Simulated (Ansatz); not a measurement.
# ClGaH₂O: small, medium and large basis sets

An exercise on one series of results from a longer session: the logs are not shown, and one member is left open.

Program: Ansatz 0.2.0, Gaussian basis. Level of theory: one geometry, several basis sets. These are calculated values, not measurements.

Plan: PBE0-D4/def2-SVP; ωB97M-V/def2-SVP; PBE0-D4/def2-QZVPP; ωB97M-V/def2-QZVPP; the functionals' def2-TZVPP values are taken from earlier runs.

**The geometry**

The geometry comes from an earlier relaxation with PBE0-D4 in a triple-zeta def2 set; it is a stationary point.

SMILES `[OH][GaH][Cl]`, 5 atoms, charge 0, spin multiplicity 1.

Atoms are counted from 1 here; the program's logs count them from 0.

Bond lengths: O1–Ga2 1.772 Å, O1–H4 0.960 Å, Ga2–Cl3 2.145 Å, Ga2–H5 1.541 Å. Angles: Ga2–O1–H4 113.5°, O1–Ga2–Cl3 115.0°, O1–Ga2–H5 122.5°, Cl3–Ga2–H5 122.5°.

Set-up of the first run:

Input file in.yaml:

```yaml
crystal:
  periodic: [false, false, false]
  atoms:
    - {symbol: O, position_ang: [-1.152400, 0.516043, -0.496905]}
    - {symbol: Ga, position_ang: [0.469975, 0.208136, 0.146209]}
    - {symbol: Cl, position_ang: [0.927459, -1.856566, 0.504638]}
    - {symbol: H, position_ang: [-1.672285, -0.281767, -0.622279]}
    - {symbol: H, position_ang: [1.477151, 1.340555, 0.426935]}
basis:
  gaussian: {orbitals: def2-SVP}
hamiltonian: {xc: pbe0, dispersion: d4}
output: {orbitals: {seedname: orbitals}}
```

Steps of the session up to this table: PBE0-D4 in def2-SVP; ωB97M-V in def2-SVP; PBE0-D4 in def2-QZVPP; ωB97M-V in def2-QZVPP.

One of the session's tables, all rows but one given; the rest of the session is left out.

It belongs to the step «Density functionals: the series». 

| functional | basis | HOMO (eV) |
| --- | --- | --- |
| PBE0-D4 | def2-SVP | -8.78 |
| PBE0-D4 | def2-TZVPP | -8.95 |
| PBE0-D4 | def2-QZVPP | -8.98 |
| ωB97M-V | def2-SVP | ? |
| ωB97M-V | def2-TZVPP | -11.23 |
| ωB97M-V | def2-QZVPP | -11.28 |

**Question.** Estimate the row for ωB97M-V, def2-SVP.

**Answer.** HOMO (eV): -11.01. In the column «HOMO (eV)» it lies between ωB97M-V, def2-TZVPP (-11.23) and PBE0-D4, def2-QZVPP (-8.98).
